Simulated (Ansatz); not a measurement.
**C₂H₃FSi: ionisation energy by level of theory**

An exercise on one series of results from a longer session: the logs are not shown, and one member is left open.

Computed with Ansatz 0.2.0, Gaussian basis. Level: unrestricted cation, the program's frozen cores in correlated methods.

Levels to be run: UKS PBE-D4/def2-TZVPP; UKS r2SCAN-D4/def2-TZVPP; UKS PBE0-D4/def2-TZVPP; UKS B3LYP-D4/def2-TZVPP; UKS wB97X-V/def2-TZVPP; UKS wB97M-V/def2-TZVPP; UKS B2PLYP/def2-TZVPP; UHF-CCSD(T)/def2-TZVPP; UHF-MP2/def2-QZVPP; extrapolation to the limit; then −ε(HOMO) from the neutral's earlier runs with LDA (SPW92), PBE-D4, revPBE-D4, BLYP-D4, r2SCAN-D4, B97M-V, PBE0-D4, B3LYP-D4, r2SCANh-D4, r2SCAN0-D4, HSE06-D4, BHLYP-D4, CAM-B3LYP-D4, LC-ωPBE, ωB97X-V, ωB97M-V.

### The relaxed structure

All runs share one geometry, relaxed beforehand with PBE0-D4 in a triple-zeta def2 set.

SMILES `FC1=C[SiH2]1`, 7 atoms, charge 0, spin multiplicity 1.

Atoms are counted from 1 here; the program's logs count them from 0.

Bond lengths: F1–C2 1.320 Å, C2–C3 1.323 Å, C2–Si4 1.796 Å, C3–Si4 1.829 Å, C3–H5 1.081 Å, Si4–H6 1.484 Å, Si4–H7 1.484 Å. Angles: F1–C2–C3 135.1°, F1–C2–Si4 154.9°, C3–C2–Si4 69.9°, C2–C3–Si4 67.3°, C2–C3–H5 138.8°, Si4–C3–H5 153.9°, C2–Si4–C3 42.8°, C2–Si4–H6 122.2°, C2–Si4–H7 122.2°, C3–Si4–H6 121.8°, C3–Si4–H7 121.8°, H6–Si4–H7 110.7°.

Set-up of the first run:

The input, in.yaml:

```yaml
crystal:
  periodic: [false, false, false]
  atoms:
    - {symbol: F, position_ang: [-0.096846, -2.279427, 0.145390]}
    - {symbol: C, position_ang: [-0.051266, -0.961050, 0.099480]}
    - {symbol: C, position_ang: [-0.342969, 0.017228, 0.940980]}
    - {symbol: Si, position_ang: [0.269184, 0.630079, -0.669871]}
    - {symbol: H, position_ang: [-0.715079, 0.139473, 1.948955]}
    - {symbol: H, position_ang: [-0.644437, 1.217580, -1.680502]}
    - {symbol: H, position_ang: [1.642514, 1.168118, -0.830234]}
basis:
  gaussian: {orbitals: def2-TZVPP}
total_charge: 1
magnetization: {spin_polarized: true, initial_magnetization: 1}
hamiltonian: {xc: pbe, dispersion: d4}
```

Launch:

```bash
$ ansatz run in.yaml --threads 2 --pin off --events-out ev --progress --plain --max-ram 4352MiB
```

Steps of the session up to this table: Cation, UKS PBE-D4/def2-TZVPP; Cation, UKS r2SCAN-D4/def2-TZVPP; Cation, UKS PBE0-D4/def2-TZVPP; Cation, UKS B3LYP-D4/def2-TZVPP; Cation, UKS wB97X-V/def2-TZVPP; Cation, UKS wB97M-V/def2-TZVPP; Cation, UKS B2PLYP (frozen core)/def2-TZVPP; Cation, UHF-CCSD(T)/def2-TZVPP; Cation, UHF-MP2/def2-QZVPP.

One of the session's tables, all rows but one given; the rest of the session is left out.

For comparison, −ε(HOMO) of the neutral from earlier runs:

| functional | −ε(HOMO) (eV) |
| --- | --- |
| LDA (SPW92) | 7.02 |
| PBE-D4 | 6.87 |
| revPBE-D4 | 6.82 |
| BLYP-D4 | 6.71 |
| r2SCAN-D4 | 7.11 |
| B97M-V | 7.16 |
| PBE0-D4 | 8.07 |
| B3LYP-D4 | 7.83 |
| r2SCANh-D4 | ? |
| r2SCAN0-D4 | 8.22 |
| HSE06-D4 | 7.67 |
| BHLYP-D4 | 9.09 |
| CAM-B3LYP-D4 | 9.37 |
| LC-ωPBE | 10.74 |
| ωB97X-V | 10.36 |
| ωB97M-V | 10.25 |

**Question.** Estimate the row for r2SCANh-D4.

Worked estimate for «−ε(HOMO) (eV)». Against the share of exact exchange, r2SCAN-D4 (0, 7.11), r2SCAN0-D4 (0.25, 8.22) give a slope of 4.44 per unit share; at 0.1 the line stands at 7.55.

**Answer.** −ε(HOMO) (eV): 7.55. In «−ε(HOMO) (eV)» the line misses by 0.00.
